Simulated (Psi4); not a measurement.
# GeH2 (SMILES [GeH2]) at B3LYP/def2-SVP (sweep point 6)

What is the vertical electron affinity of GeH2 at B3LYP/def2-SVP (sweep point 6)? 

The calculation is run with Psi4 1.11.

4 further runs of the same task are left out: 4 set aside as unsound or not needed.

### Step 1. The structure to begin with

GeH2 has 3 atoms, charge 0, and is taken as a singlet. As SMILES, `[GeH2]`. Geometry: relaxed at PBE0-D4/def2-TZVP.

Bond lengths: Ge1–H2 1.595 Å, Ge1–H3 1.594 Å. Angles: H2–Ge1–H3 90.6°.

### Step 2. The energy at B3LYP/def2-SVP (sweep point 6)

job.inp reads:

```
memory 1600 MB

molecule geom {
  0 1
  Ge    -1.07733286     0.76552805    -0.49832078
  H      1.47965556     1.40520035     0.96187060
  H     -0.40232269    -2.17072840    -0.46354982
  units bohr
  symmetry c1
}

set puream true
set scf_type pk
set dft_radial_points 99
set dft_spherical_points 590

result, w = energy('b3lyp/def2-SVP', return_wfn=True)
print_variables()
```

Run with:

```console
$ psi4 -i job.inp -o job.out -n 1
```

job.out:

```text
[...]
  Running in c1 symmetry.
[...]
  Nuclear repulsion =   21.473702033599352
[...]
  Multiplicity = 1
[...]
  Nalpha       = 17
  Nbeta        = 17
[...]
    Number of basis functions: 42
[...]
   @RKS iter   1: -2076.67716306379407   -2.26981e+00   5.50085e-02 DIIS/ADIIS
[...]
   @RKS iter   8: -2077.93238711155482   -7.87622e-10   7.25700e-08 DIIS
[...]
    Orbital Energies [Eh]
    ---------------------
    Doubly Occupied:
       1A   -398.708101     2A    -49.775135     3A    -44.311507
       4A    -44.307946     5A    -44.307126     6A     -6.222850
       7A     -4.404622     8A     -4.392471     9A     -4.389418
      10A     -1.224357    11A     -1.221047    12A     -1.218507
      13A     -1.210936    14A     -1.208416    15A     -0.518763
      16A     -0.314366    17A     -0.245953
[...]
  @RKS Final Energy: -2077.93238711155482
   => Energetics <=
    Nuclear Repulsion Energy =             21.4737020335993520
    One-Electron Energy =               -2937.7632787308766638
    Two-Electron Energy =                 902.5205737245547652
    DFT Exchange-Correlation Energy =     -64.1633841388324981
    Empirical Dispersion Energy =           0.0000000000000000
    VV10 Nonlocal Energy =                  0.0000000000000000
    Total Energy =                      -2077.9323871115552720
[...]
 Multipole Moments:
 ------------------------------------------------------------------------------------
     Multipole            Electronic (a.u.)      Nuclear  (a.u.)        Total (a.u.)
 ------------------------------------------------------------------------------------
 L = 1.  Multiply by 2.5417464519 to convert [e a0] to [Debye]
 Dipole X            :         -1.9824210            1.9501117           -0.0323092
 Dipole Y            :          1.2873496           -1.2664574            0.0208923
 Dipole Z            :         -0.0000000           -0.0000000           -0.0000000
 Magnitude           :                                                    0.0384756
[...]
```

Wall time 5.4 s (1 thread of Intel Xeon Platinum 8259CL at 2.50GHz (Skylake/Cascade Lake), shared host); peak memory 0.4 GiB.

### Step 3. The doublet anion, same level

geh2.dat reads:

```
memory 1.6 GB

molecule geom {
  -1 2
  Ge    -1.07733286     0.76552805    -0.49832078
  H      1.47965556     1.40520035     0.96187060
  H     -0.40232269    -2.17072840    -0.46354982
  units bohr
  symmetry c1
}

set {
  basis                def2-SVP
  reference            uks
  puream               true
  scf_type             pk
  dft_radial_points    99
  dft_spherical_points 590
  maxiter              150
}

e_tot, wfn = energy("b3lyp", return_wfn=True)
print_variables()
```

Run with:

```console
$ psi4 geh2.dat geh2.out -n 1
```

geh2.out:

```text
[...]
  Running in c1 symmetry.
[...]
  Nuclear repulsion =   21.473702033599352
[...]
  Multiplicity = 2
[...]
  Nalpha       = 18
  Nbeta        = 17
[...]
    Number of basis functions: 42
[...]
   @UKS iter   1: -2076.38963491167033   -1.98228e+00   5.71363e-02 DIIS/ADIIS
[...]
   @UKS iter   9: -2077.96011191260641   -6.32645e-09   3.09817e-07 DIIS
[...]
   @S^2 Observed:                7.527846244E-01
[...]
    Orbital Energies [Eh]
    ---------------------
    Alpha Occupied:
       1A   -398.414660     2A    -49.481432     3A    -44.016505
       4A    -44.015317     5A    -44.014578     6A     -5.928877
       7A     -4.104466     8A     -4.102075     9A     -4.099240
      10A     -0.925613    11A     -0.924725    12A     -0.923203
      13A     -0.922353    14A     -0.920363    15A     -0.261185
      16A     -0.068011    17A      0.001245    18A      0.066274
    Alpha Virtual:
      19A      0.259646    20A      0.294278    21A      0.370805
      22A      0.523666    23A      0.543641    24A      0.575026
      25A      0.630137    26A      0.633282    27A      0.635409
[...]
  @UKS Final Energy: -2077.96011191260641
   => Energetics <=
    Nuclear Repulsion Energy =             21.4737020335993520
    One-Electron Energy =               -2947.5298382570599642
    Two-Electron Energy =                 912.4416210060020376
    DFT Exchange-Correlation Energy =     -64.3455966951479326
    Empirical Dispersion Energy =           0.0000000000000000
    VV10 Nonlocal Energy =                  0.0000000000000000
    Total Energy =                      -2077.9601119126064077
[...]
 Multipole Moments:
 ------------------------------------------------------------------------------------
     Multipole            Electronic (a.u.)      Nuclear  (a.u.)        Total (a.u.)
 ------------------------------------------------------------------------------------
 L = 1.  Multiply by 2.5417464519 to convert [e a0] to [Debye]
 Dipole X            :         -2.1341821            1.9501117           -0.1840704
 Dipole Y            :          1.3858810           -1.2664574            0.1194236
 Dipole Z            :         -0.0000000           -0.0000000           -0.0000000
 Magnitude           :                                                    0.2194172
[...]
```

Wall time 8.4 s (1 thread of Intel Xeon Platinum 8259CL at 2.50GHz (Skylake/Cascade Lake), shared host); peak memory 0.41 GiB.

### Step 4. Outcome

Level: B3LYP/def2-SVP (sweep point 6).

| quantity | value |
| --- | --- |
| singlet GeH2: total energy | -2077.93239 Eh |
| singlet GeH2: dipole moment | 0.10 D |
| singlet GeH2: HOMO energy | -6.69 eV |
| singlet GeH2: LUMO energy | -3.27 eV |
| singlet GeH2: HOMO–LUMO gap | 3.43 eV |
| doublet anion: total energy | -2077.96011 Eh |
| doublet anion: HOMO energy (highest over α and β) | 1.80 eV |
| doublet anion: LUMO energy (lowest over α and β) | 4.34 eV |
| doublet anion: ⟨S²⟩ | 0.753 |
| vertical electron affinity (to the doublet anion) | 0.754 eV |

What this shows: At fixed nuclei the extra electron is bound by 0.75 eV (17.4 kcal/mol). The basis has no diffuse functions, so the error can be as large as this value. The HOMO (doublet anion) lies at positive energy, 1.80 eV; only total energies tell whether the electron is bound.
